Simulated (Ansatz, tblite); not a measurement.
# Tetraphenylethylene (C₂₆H₂₀): removing and adding an electron

Aim: the energy of removing and adding an electron for tetraphenylethylene (C₂₆H₂₀), by energy differences, and how well orbital energies stand in for it.

The runs use Ansatz 0.2.0, Gaussian basis; as each input shows.

Levels to be run: charge +1 doublet, at the geometry of the singlet (PBE0-D4/def2-TZVP, PBE-D4/def2-TZVP, HF/def2-TZVP); charge -1 doublet, at the geometry of the singlet (PBE0-D4/def2-TZVP, PBE-D4/def2-TZVP, HF/def2-TZVP); the starting singlet's energies come from earlier runs.

**1. The structure**

The singlet was relaxed beforehand with PBE-D4/def2-SVP.

46 atoms, charge 0, spin multiplicity 1.

Atoms are counted from 1 here; the program's logs count them from 0.

Bond lengths: C1–C2 1.405 Å, C1–C26 1.404 Å, C1–H27 1.101 Å, C2–C3 1.400 Å, C2–H28 1.101 Å, C3–C4 1.414 Å, C3–H29 1.100 Å, C4–C5 1.488 Å, C4–C25 1.414 Å, C5–C6 1.381 Å, C5–C19 1.488 Å, C6–C7 1.488 Å, C6–C13 1.488 Å, C7–C8 1.414 Å, C7–C12 1.414 Å, C8–C9 1.400 Å, C8–H30 1.100 Å, C9–C10 1.405 Å and more. Angles: C2–C1–C26 119.5°, C2–C1–H27 120.2°, C26–C1–H27 120.2°, C1–C2–C3 120.3°, C1–C2–H28 120.1°, C3–C2–H28 119.6°, C2–C3–C4 120.8°, C2–C3–H29 120.1°, C4–C3–H29 119.1°, C3–C4–C5 121.2°, C3–C4–C25 118.3°, C5–C4–C25 120.5°, C4–C5–C6 122.3°, C4–C5–C19 115.5°, C6–C5–C19 122.3°, C5–C6–C7 122.3°, C5–C6–C13 122.3°, C7–C6–C13 115.5° and more.

**2. Charge +1 doublet at the fixed geometry, PBE0-D4/def2-TZVP**

Contents of in.yaml:

```yaml
crystal:
  periodic: [false, false, false]
  atoms:
    - {symbol: C, position_ang: [2.750874, -2.810041, 2.628492]}
    - {symbol: C, position_ang: [1.696989, -3.251619, 1.811259]}
    - {symbol: C, position_ang: [1.022972, -2.349369, 0.979312]}
    - {symbol: C, position_ang: [1.388266, -0.984087, 0.944806]}
    - {symbol: C, position_ang: [0.687984, -0.020469, 0.052560]}
    - {symbol: C, position_ang: [-0.688107, 0.020565, -0.052319]}
    - {symbol: C, position_ang: [-1.579244, -0.685434, 0.908112]}
    - {symbol: C, position_ang: [-1.361158, -0.608111, 2.302775]}
    - {symbol: C, position_ang: [-2.213098, -1.264098, 3.199636]}
    - {symbol: C, position_ang: [-3.301970, -2.013129, 2.723341]}
    - {symbol: C, position_ang: [-3.539222, -2.087507, 1.341337]}
    - {symbol: C, position_ang: [-2.693140, -1.422265, 0.443781]}
    - {symbol: C, position_ang: [-1.380217, 0.773730, -1.133420]}
    - {symbol: C, position_ang: [-0.958567, 0.677290, -2.479349]}
    - {symbol: C, position_ang: [-1.624614, 1.378482, -3.491871]}
    - {symbol: C, position_ang: [-2.726726, 2.192829, -3.182491]}
    - {symbol: C, position_ang: [-3.165562, 2.287389, -1.851986]}
    - {symbol: C, position_ang: [-2.505948, 1.577306, -0.839721]}
    - {symbol: C, position_ang: [1.571002, 0.895921, -0.719138]}
    - {symbol: C, position_ang: [2.732328, 0.403272, -1.357833]}
    - {symbol: C, position_ang: [3.571034, 1.259636, -2.083918]}
    - {symbol: C, position_ang: [3.278017, 2.630244, -2.169632]}
    - {symbol: C, position_ang: [2.140682, 3.137145, -1.519204]}
    - {symbol: C, position_ang: [1.296508, 2.280227, -0.802573]}
    - {symbol: C, position_ang: [2.466729, -0.558212, 1.754015]}
    - {symbol: C, position_ang: [3.133939, -1.459533, 2.594508]}
    - {symbol: H, position_ang: [3.278206, -3.519315, 3.284841]}
    - {symbol: H, position_ang: [1.400696, -4.311873, 1.817936]}
    - {symbol: H, position_ang: [0.201257, -2.699914, 0.337895]}
    - {symbol: H, position_ang: [-0.512339, -0.019218, 2.679913]}
    - {symbol: H, position_ang: [-2.028984, -1.185487, 4.282176]}
    - {symbol: H, position_ang: [-3.969405, -2.531440, 3.428904]}
    - {symbol: H, position_ang: [-4.393282, -2.667446, 0.958649]}
    - {symbol: H, position_ang: [-2.886031, -1.477343, -0.638430]}
    - {symbol: H, position_ang: [-0.098808, 0.037512, -2.726354]}
    - {symbol: H, position_ang: [-1.283757, 1.284160, -4.534411]}
    - {symbol: H, position_ang: [-3.247888, 2.746460, -3.978619]}
    - {symbol: H, position_ang: [-4.031834, 2.918633, -1.600419]}
    - {symbol: H, position_ang: [-2.856785, 1.648618, 0.201073]}
    - {symbol: H, position_ang: [2.968729, -0.669371, -1.287291]}
    - {symbol: H, position_ang: [4.463153, 0.853839, -2.585563]}
    - {symbol: H, position_ang: [3.939443, 3.304016, -2.735746]}
    - {symbol: H, position_ang: [1.911993, 4.213008, -1.566037]}
    - {symbol: H, position_ang: [0.409495, 2.681794, -0.291230]}
    - {symbol: H, position_ang: [2.774051, 0.498262, 1.725044]}
    - {symbol: H, position_ang: [3.962330, -1.105059, 3.227199]}
basis:
  gaussian: {orbitals: def2-TZVP, fitting: {mean_field: def2-universal-jkfit}}
total_charge: 1
magnetization: {spin_polarized: true, initial_magnetization: 1}
hamiltonian: {xc: pbe0, dispersion: d4}
scf: {omitted_lower_state_checks: [starts]}
output: {orbitals: {seedname: orbitals}}
```

The run is started by

```
$ ansatz run in.yaml --threads 2 --pin off --events-out ev --progress --plain --max-ram 22528MiB --backend cuda --devices 0, --max-vram 18GiB
```

Log:

```text
Functional definition: PBE0
  name "PBE0"
  cite "Adamo & Barone, J. Chem. Phys. 110, 6158 (1999) doi:10.1063/1.478522"
  cite "Perdew, Burke & Ernzerhof, Phys. Rev. Lett. 77, 3865 (1996) doi:10.1103/PhysRevLett.77.3865"
  parent pbe
  parameter a = 0.25
  parameter kappa = 0.804
  parameter beta = 0.06672455060314922
  exchange = (1 - a)*pbe_x(kappa = kappa, mu = beta*pi^2/3) + a*exact_x
  correlation = pbe_c(beta = beta)
these checks for a lower state are left out or cut short: starts
2310 factors; integrals over basis functions are off by at most 3.0e-1 eV
mean field evaluation 1: about -27224.9241 eV, gradient 8.0e1 eV
mean field evaluation 2: about -27219.2428 eV, gradient 8.6e1 eV
mean field evaluation 4: about -27256.5093 eV, gradient 1.2e1 eV
mean field evaluation 8: about -27257.2021 eV, gradient 2.8e-1 eV
mean field evaluation 16: about -27257.2036 eV, gradient 3.5e-3 eV
mean field -27257.20360085 eV, -1001.6837567350 hartree, gradient 3.6e-5 eV, S^2 0.764457; 0 other end points of the search recorded, 0 dependent functions left out
reference -27257.20366219 eV, -1001.6837589891 hartree; 88, 87 occupied and 838, 839 virtual orbitals, 2310 factors
Total energy: -27258.90147002 eV, -1001.7461522763 hartree
Checks for a lower state left out: starts
```

It took 14 s on 1 × H100 (card shared with other runs) with 2 threads of AMD EPYC 7R13, shared host; peak host memory 1.5 GiB.

HOMO -9.55 eV, LUMO -7.98 eV (over both spins); ⟨S²⟩ 0.764 (pure: 0.75).

**3. Charge +1 doublet at the fixed geometry, PBE-D4/def2-TZVP**

start.molden holds the orbitals of an earlier run on this state, given as this run's starting guess.

in.yaml, as its differences from that of step 2:

```diff
@@ -50,6 +50,6 @@
 basis:
-  gaussian: {orbitals: def2-TZVP, fitting: {mean_field: def2-universal-jkfit}}
+  gaussian: {orbitals: def2-TZVP, fitting: {mean_field: def2-universal-jkfit}, initial_orbitals: start.molden}
 total_charge: 1
 magnetization: {spin_polarized: true, initial_magnetization: 1}
-hamiltonian: {xc: pbe0, dispersion: d4}
+hamiltonian: {xc: pbe, dispersion: d4}
 scf: {omitted_lower_state_checks: [starts]}
```

Launched as before.

Log:

```text
Functional definition: PBE
  name "PBE"
  cite "Perdew, Burke & Ernzerhof, Phys. Rev. Lett. 77, 3865 (1996) doi:10.1103/PhysRevLett.77.3865"
  parent pbe
  parameter kappa = 0.804
  parameter beta = 0.06672455060314922
  exchange = pbe_x(kappa = kappa, mu = beta*pi^2/3)
  correlation = pbe_c(beta = beta)
these checks for a lower state are left out or cut short: starts
2310 factors; integrals over basis functions are off by at most 3.0e-1 eV
mean field evaluation 1: about -27254.4523 eV, gradient 1.4e1 eV
mean field evaluation 2: about -27254.8953 eV, gradient 4.4e-1 eV
mean field evaluation 4: about -27254.8842 eV, gradient 8.9e-3 eV
mean field -27254.88417579 eV, -1001.5985194363 hartree, gradient 3.5e-5 eV, S^2 0.752585; 0 other end points of the search recorded, 0 dependent functions left out
reference -27254.88425769 eV, -1001.5985224459 hartree; 88, 87 occupied and 838, 839 virtual orbitals, 2310 factors
Total energy: -27256.82882938 eV, -1001.6699841376 hartree
Checks for a lower state left out: starts
```

It took 9.5 s on 1 × H100 (card shared with other runs) with 2 threads of AMD EPYC 7R13, shared host; peak host memory 1.3 GiB.

HOMO -8.66 eV, LUMO -8.40 eV (over both spins); ⟨S²⟩ 0.753 (pure: 0.75).

**4. Charge +1 doublet at the fixed geometry, HF/def2-TZVP**

in.yaml, as its differences from that of step 3:

```diff
@@ -53,3 +53,3 @@
 magnetization: {spin_polarized: true, initial_magnetization: 1}
-hamiltonian: {xc: pbe, dispersion: d4}
+hamiltonian: {xc: hf}
 scf: {omitted_lower_state_checks: [starts]}
```

Launched as before.

Log:

```text
Functional definition: HF
  name "HF"
  cite "Fock, Z. Phys. 61, 126 (1930) doi:10.1007/BF01340294"
  parent pbe
  exchange = exact_x
  correlation = 0
these checks for a lower state are left out or cut short: starts
2310 factors; integrals over basis functions are off by at most 3.0e-1 eV
mean field evaluation 1: about -27107.4192 eV, gradient 3.8e1 eV
mean field evaluation 2: about -27110.6837 eV, gradient 3.0e0 eV
mean field evaluation 4: about -27111.2000 eV, gradient 2.6e0 eV
mean field evaluation 8: about -27111.5870 eV, gradient 1.4e-5 eV
mean field -27111.58698470 eV, -996.3324447941 hartree, gradient 1.4e-5 eV, S^2 2.843390; 0 other end points of the search recorded, 0 dependent functions left out
reference -27111.58698470 eV, -996.3324447941 hartree; 88, 87 occupied and 838, 839 virtual orbitals, 2310 factors
Total energy: -27111.58698470 eV, -996.3324447941 hartree
Checks for a lower state left out: starts
```

Run time: 7.5 s. Hardware: 1 × H100 (card shared with other runs) with 2 threads of AMD EPYC 7R13, shared host; peak host memory 1.1 GiB.

HOMO -12.17 eV, LUMO -4.37 eV (over both spins); ⟨S²⟩ 2.843 (pure: 0.75). Doubts: spin contamination.

**5. Vertical ionisation energy**

Charged state less starting state, singlet to doublet; the starting state's energies are those of its earlier runs.

```tsv
level	vertical ionisation energy (eV)	time
HF/def2-TZVP†	+5.34	13 s
PBE-D4/def2-TZVP	+6.72	14 s
PBE0-D4/def2-TZVP	+6.89	18 s
```

Times add the two runs; a level without a time comes out of a correlated run. † marks a level with a doubtful state (flagged, unstable, out of aufbau order, or strongly spin-contaminated); such levels are left out of the summary.

Beside −ε(HOMO) of the starting state:

```tsv
level	−ε(HOMO) (eV)	by difference (eV)	mismatch (eV)
PBE-D4/def2-TZVP	4.92	6.72	-1.80
PBE0-D4/def2-TZVP	5.71	6.89	-1.18
```

**6. Charge -1 doublet at the fixed geometry, PBE0-D4/def2-TZVP**

in.yaml, as its differences from that of step 4:

```diff
@@ -50,6 +50,6 @@
 basis:
-  gaussian: {orbitals: def2-TZVP, fitting: {mean_field: def2-universal-jkfit}, initial_orbitals: start.molden}
-total_charge: 1
+  gaussian: {orbitals: def2-TZVP, fitting: {mean_field: def2-universal-jkfit}}
+total_charge: -1
 magnetization: {spin_polarized: true, initial_magnetization: 1}
-hamiltonian: {xc: hf}
+hamiltonian: {xc: pbe0, dispersion: d4}
 scf: {omitted_lower_state_checks: [starts]}
```

The command is unchanged.

Log, cut to the lines that bear on the results:

```text
Functional definition: PBE0
  name "PBE0"
  cite "Adamo & Barone, J. Chem. Phys. 110, 6158 (1999) doi:10.1063/1.478522"
  cite "Perdew, Burke & Ernzerhof, Phys. Rev. Lett. 77, 3865 (1996) doi:10.1103/PhysRevLett.77.3865"
  parent pbe
[...]
2310 factors; integrals over basis functions are off by at most 3.0e-1 eV
[...]
mean field -27264.55839163 eV, -1001.9540403108 hartree, gradient 5.4e-5 eV, S^2 0.761134; 0 other end points of the search recorded, 0 dependent functions left out
reference -27264.55845951 eV, -1001.9540428054 hartree; 89, 88 occupied and 837, 838 virtual orbitals, 2310 factors
Total energy: -27266.35577655 eV, -1002.0200929883 hartree
Checks for a lower state left out: starts
```

Run time: 9.6 s. Hardware: 1 × H100 (card shared with other runs) with 2 threads of AMD EPYC 7R13, shared host; peak host memory 1.5 GiB.

Report: HOMO 0.60 eV, LUMO 2.17 eV (over both spins); ⟨S²⟩ 0.761 (pure: 0.75). Doubts: highest occupied level lies above zero.

**7. Charge -1 doublet at the fixed geometry, PBE-D4/def2-TZVP**

in.yaml, as its differences from that of step 6:

```diff
@@ -50,6 +50,6 @@
 basis:
-  gaussian: {orbitals: def2-TZVP, fitting: {mean_field: def2-universal-jkfit}}
+  gaussian: {orbitals: def2-TZVP, fitting: {mean_field: def2-universal-jkfit}, initial_orbitals: start.molden}
 total_charge: -1
 magnetization: {spin_polarized: true, initial_magnetization: 1}
-hamiltonian: {xc: pbe0, dispersion: d4}
+hamiltonian: {xc: pbe, dispersion: d4}
 scf: {omitted_lower_state_checks: [starts]}
```

Same command.

Log:

```text
Functional definition: PBE
  name "PBE"
  cite "Perdew, Burke & Ernzerhof, Phys. Rev. Lett. 77, 3865 (1996) doi:10.1103/PhysRevLett.77.3865"
  parent pbe
  parameter kappa = 0.804
  parameter beta = 0.06672455060314922
  exchange = pbe_x(kappa = kappa, mu = beta*pi^2/3)
  correlation = pbe_c(beta = beta)
these checks for a lower state are left out or cut short: starts
2310 factors; integrals over basis functions are off by at most 3.0e-1 eV
mean field evaluation 1: about -27261.7747 eV, gradient 1.4e1 eV
mean field evaluation 2: about -27262.2220 eV, gradient 4.5e-1 eV
mean field evaluation 4: about -27262.2113 eV, gradient 9.0e-3 eV
mean field -27262.21130159 eV, -1001.8677863430 hartree, gradient 4.0e-5 eV, S^2 0.752160; 0 other end points of the search recorded, 0 dependent functions left out
reference -27262.21139659 eV, -1001.8677898341 hartree; 89, 88 occupied and 837, 838 virtual orbitals, 2310 factors
Total energy: -27264.27001826 eV, -1001.9434427850 hartree
Checks for a lower state left out: starts
```

It took 10 s on 1 × H100 (card shared with other runs) with 2 threads of AMD EPYC 7R13, shared host; peak host memory 1.3 GiB.

HOMO 1.04 eV, LUMO 1.31 eV (over both spins); ⟨S²⟩ 0.752 (pure: 0.75). Doubts: highest occupied level lies above zero.

**8. Charge -1 doublet at the fixed geometry, HF/def2-TZVP**

in.yaml, as its differences from that of step 7:

```diff
@@ -53,3 +53,3 @@
 magnetization: {spin_polarized: true, initial_magnetization: 1}
-hamiltonian: {xc: pbe, dispersion: d4}
+hamiltonian: {xc: hf}
 scf: {omitted_lower_state_checks: [starts]}
```

Same command.

Log:

```text
Functional definition: HF
  name "HF"
  cite "Fock, Z. Phys. 61, 126 (1930) doi:10.1007/BF01340294"
  parent pbe
  exchange = exact_x
  correlation = 0
these checks for a lower state are left out or cut short: starts
2310 factors; integrals over basis functions are off by at most 3.0e-1 eV
mean field evaluation 1: about -27112.8316 eV, gradient 3.8e1 eV
mean field evaluation 2: about -27116.0490 eV, gradient 3.0e0 eV
mean field evaluation 4: about -27116.5948 eV, gradient 1.9e0 eV
mean field evaluation 8: about -27116.8150 eV, gradient 1.6e-5 eV
mean field -27116.81496540 eV, -996.5245695413 hartree, gradient 1.6e-5 eV, S^2 2.644657; 0 other end points of the search recorded, 0 dependent functions left out
reference -27116.81496540 eV, -996.5245695413 hartree; 89, 88 occupied and 837, 838 virtual orbitals, 2310 factors
Total energy: -27116.81496540 eV, -996.5245695413 hartree
Checks for a lower state left out: starts
```

Run time: 12 s. Hardware: 1 × H100 (card shared with other runs) with 2 threads of AMD EPYC 7R13, shared host; peak host memory 1.1 GiB.

Report: HOMO -0.87 eV, LUMO 6.23 eV (over both spins); ⟨S²⟩ 2.645 (pure: 0.75). Doubts: spin contamination.

**9. Vertical electron affinity**

Starting state less charged state (positive: the electron is bound), singlet to doublet; the starting state's energies are those of its earlier runs.

```tsv
level	vertical electron affinity (eV)	time
HF/def2-TZVP†	-0.11	18 s
PBE-D4/def2-TZVP	+0.72	15 s
PBE0-D4/def2-TZVP	+0.56	14 s
```

Times add the two runs; a level without a time comes out of a correlated run. † marks a level with a doubtful state (flagged, unstable, out of aufbau order, or strongly spin-contaminated); such levels are left out of the summary.

Beside −ε(LUMO) of the starting state:

```tsv
level	−ε(LUMO) (eV)	by difference (eV)	mismatch (eV)
PBE-D4/def2-TZVP	2.38	0.72	+1.66
PBE0-D4/def2-TZVP	1.62	0.56	+1.06
```

**10. What came out**

| quantity | value |
| --- | --- |
| vertical ionisation energy, functionals in def2-TZVP | 6.72 (PBE-D4) to 6.89 eV (PBE0-D4) |
| vertical electron affinity, functionals in def2-TZVP | 0.56 (PBE0-D4) to 0.72 eV (PBE-D4) |

In words: The vertical ionisation energy spans 6.72 to 6.89 eV over the functionals. −ε(HOMO) misses the level's own difference by -1.18 eV at best (PBE0-D4) and -1.80 eV at worst (PBE-D4). The vertical electron affinity spans 0.56 to 0.72 eV over the functionals. The anion's highest level lies above zero where self-interaction lifts it, so diffuse functions weigh on these values. −ε(LUMO) misses the level's own difference by +1.06 eV at best (PBE0-D4) and +1.66 eV at worst (PBE-D4).
